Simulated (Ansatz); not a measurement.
## FGeH3S2, SMILES [F][GeH]([SH])[SH]: vertical energies of changing the electron count, step by step

With the Python package of Ansatz (0.2.0).

At the Python prompt:
```pycon
>>> import ansatz as az
>>> def energy(molecule, charge=0, unpaired=0):
...     calc = molecule.calculation().basis(gaussian="def2-SVP").functional("pbe0")
...     if charge:
...         calc = calc.charge(charge)
...     if unpaired:
...         calc = calc.spin("collinear", total=unpaired)
...     report = calc.run().report
...     if report["published_state_doubts"]:
...         print("  doubts:", report["published_state_doubts"])
...     return report["free_energy_ev"]
...
>>> GEOMETRY = """
... F    -1.30460   -1.12540    0.60570
... Ge   -0.01760   -0.14460   -0.04650
... S     1.20240    0.60590    1.61830
... S    -0.72950    1.59170   -1.20700
... H     0.84970   -1.04320   -0.99080
... H     1.51560   -0.68730    2.06910
... H    -1.45480    0.73490   -2.09450
... """
>>> molecule = az.Crystal.molecule()
>>> for line in GEOMETRY.strip().splitlines():
...     symbol, *xyz = line.split()
...     molecule = molecule.atom(symbol, [float(v) for v in xyz])
...
>>> parent = energy(molecule, 0, 0)
>>> cation = energy(molecule, 1, 1)
>>> print(f"E(N)   = {parent:.5f} eV")
E(N)   = -80923.64313 eV
>>> print(f"E(N-1) = {cation:.5f} eV  (1 unpaired)")
E(N-1) = -80913.79429 eV  (1 unpaired)
>>> print(f"vertical ionisation energy {cation - parent:.3f} eV")
vertical ionisation energy 9.849 eV
```

At this unrelaxed geometry removing an electron costs 9.85 eV.

Caveats:
- These settings explore the input space; basis and method may be short of convergence.
- The geometry is a force-field or estimated start, not a minimum of this method, and the basis set is short of its limit. All parts are taken at fixed geometry, without zero-point energy. At an unrelaxed start these energies can be a whole eV from those at the minimum, and a small affinity can change sign.
- Finished in 15 s on 1 thread of Arm Neoverse V2, with other jobs on the host, peak memory 0.36 GiB.
